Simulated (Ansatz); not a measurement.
**C2H10BOP: a ladder of functionals and wavefunction methods**

One table from this session's results is given with a row withheld; the runs are named, their logs left out.

The runs use Ansatz 0.2.0, Gaussian basis; functionals in def2-TZVPP, the program's frozen cores in correlated methods.

Levels to be run: LDA (SPW92), PBE-D4, revPBE-D4, BLYP-D4, r2SCAN-D4, B97M-V, PBE0-D4, B3LYP-D4, r2SCANh-D4, r2SCAN0-D4, HSE06-D4, BHLYP-D4, CAM-B3LYP-D4, LC-ωPBE, ωB97X-V, ωB97M-V, B2PLYP, PBE-QIDH; CCSD(T)/def2-SVP; CCSD(T)/def2-TZVPP; MP2/def2-QZVPP; extrapolation to the limit; RPA on PBE.

### The geometry

An earlier PBE0-D4 in a triple-zeta def2 set relaxation fixed the geometry.

15 atoms, charge 0, spin multiplicity 1.

Atoms are counted from 1 here; the program's logs count them from 0.

Bond lengths: C1–B2 1.574 Å, C1–H6 1.097 Å, C1–H7 1.094 Å, C1–H8 1.093 Å, B2–C3 1.569 Å, B2–O4 1.367 Å, C3–H9 1.097 Å, C3–H10 1.094 Å, C3–H11 1.091 Å, O4–H12 0.961 Å, P5–H13 1.420 Å, P5–H14 1.417 Å, P5–H15 1.418 Å. Angles: B2–C1–H6 108.3°, B2–C1–H7 114.5°, B2–C1–H8 112.0°, H6–C1–H7 107.2°, H6–C1–H8 106.1°, H7–C1–H8 108.2°, C1–B2–C3 122.2°, C1–B2–O4 121.0°, C3–B2–O4 116.8°, B2–C3–H9 109.5°, B2–C3–H10 111.4°, B2–C3–H11 113.1°, H9–C3–H10 105.8°, H9–C3–H11 107.8°, H10–C3–H11 108.9°, B2–O4–H12 112.6°, H13–P5–H14 93.7°, H13–P5–H15 93.5° and more.

Coordinates:

```xyz
15
charge 0, multiplicity 1
C    -1.3569    0.0500    1.4389
B    -0.3829   -0.7404    0.4883
C     1.1054   -1.0429    0.8820
O    -0.8032   -1.1953   -0.7299
P     0.6619    1.7018   -1.7790
H    -1.0878    1.1125    1.4025
H    -2.4147   -0.0261    1.1692
H    -1.2472   -0.2545    2.4833
H     1.1263   -1.7793    1.6944
H     1.6036   -0.1516    1.2751
H     1.6945   -1.4423    0.0545
H    -1.7279   -0.9974   -0.8992
H     1.3405    2.6949   -2.5344
H     1.6304    0.7033   -2.0504
H    -0.1641    1.3166   -2.8658
```

Set-up of the first run:

Input file in.yaml:

```yaml
crystal:
  periodic: [false, false, false]
  atoms:
    - {symbol: C, position_ang: [-1.356853, 0.050045, 1.438879]}
    - {symbol: B, position_ang: [-0.382890, -0.740375, 0.488276]}
    - {symbol: C, position_ang: [1.105444, -1.042907, 0.882012]}
    - {symbol: O, position_ang: [-0.803178, -1.195315, -0.729936]}
    - {symbol: P, position_ang: [0.661855, 1.701820, -1.778982]}
    - {symbol: H, position_ang: [-1.087795, 1.112541, 1.402531]}
    - {symbol: H, position_ang: [-2.414678, -0.026118, 1.169164]}
    - {symbol: H, position_ang: [-1.247220, -0.254478, 2.483334]}
    - {symbol: H, position_ang: [1.126257, -1.779275, 1.694364]}
    - {symbol: H, position_ang: [1.603643, -0.151560, 1.275058]}
    - {symbol: H, position_ang: [1.694517, -1.442348, 0.054535]}
    - {symbol: H, position_ang: [-1.727932, -0.997403, -0.899227]}
    - {symbol: H, position_ang: [1.340548, 2.694857, -2.534359]}
    - {symbol: H, position_ang: [1.630395, 0.703251, -2.050367]}
    - {symbol: H, position_ang: [-0.164113, 1.316565, -2.865779]}
basis:
  gaussian: {orbitals: def2-TZVPP}
hamiltonian: {xc: lda}
output: {orbitals: {seedname: orbitals}}
```

Started as:

```console
ansatz run in.yaml --threads 4 --pin off --events-out ev --progress --plain --max-ram 10444MiB
```

Among the steps run: LDA; PBE-D4 (GGA); revPBE-D4 (GGA); BLYP-D4 (GGA); r2SCAN-D4 (meta-GGA); B97M-V (meta-GGA); PBE0-D4 (hybrid); B3LYP-D4 (hybrid); r2SCANh-D4 (hybrid); r2SCAN0-D4 (hybrid); HSE06-D4 (hybrid); BHLYP-D4 (hybrid); CAM-B3LYP-D4 (range-separated); LC-ωPBE (range-separated); ωB97X-V (range-separated); ωB97M-V (range-separated); B2PLYP (double hybrid); PBE-QIDH (double hybrid).

One table of the session follows, with a row left open; its other results are not shown here.

It belongs to the step «Orbital energies across the functionals». 

```
  functional  HOMO (eV)  LUMO (eV)  gap (eV)
 LDA (SPW92)      -6.67      -0.70      5.97
      PBE-D4      -6.60      -0.47      6.13
   revPBE-D4      -6.56      -0.37      6.19
     BLYP-D4      -6.47      -0.35      6.12
   r2SCAN-D4      -6.86      -0.12      6.73
      B97M-V      -6.98      -0.19      6.80
     PBE0-D4      -7.77       0.51      8.29
    B3LYP-D4      -7.57       0.26      7.83
  r2SCANh-D4      -7.29       0.22      7.51
  r2SCAN0-D4      -7.94       0.72      8.66
    HSE06-D4      -7.37       0.13      7.50
    BHLYP-D4      -8.84       1.19     10.03
CAM-B3LYP-D4      -9.12       1.33     10.45
     LC-ωPBE          ?          ?         ?
     ωB97X-V     -10.15       2.39     12.54
     ωB97M-V     -10.00       1.94     11.94
```

Estimate the missing values for LC-ωPBE.

The run gave: HOMO (eV): -10.49; LUMO (eV): 2.62; gap (eV): 13.11. In the column «HOMO (eV)» it is the lowest.
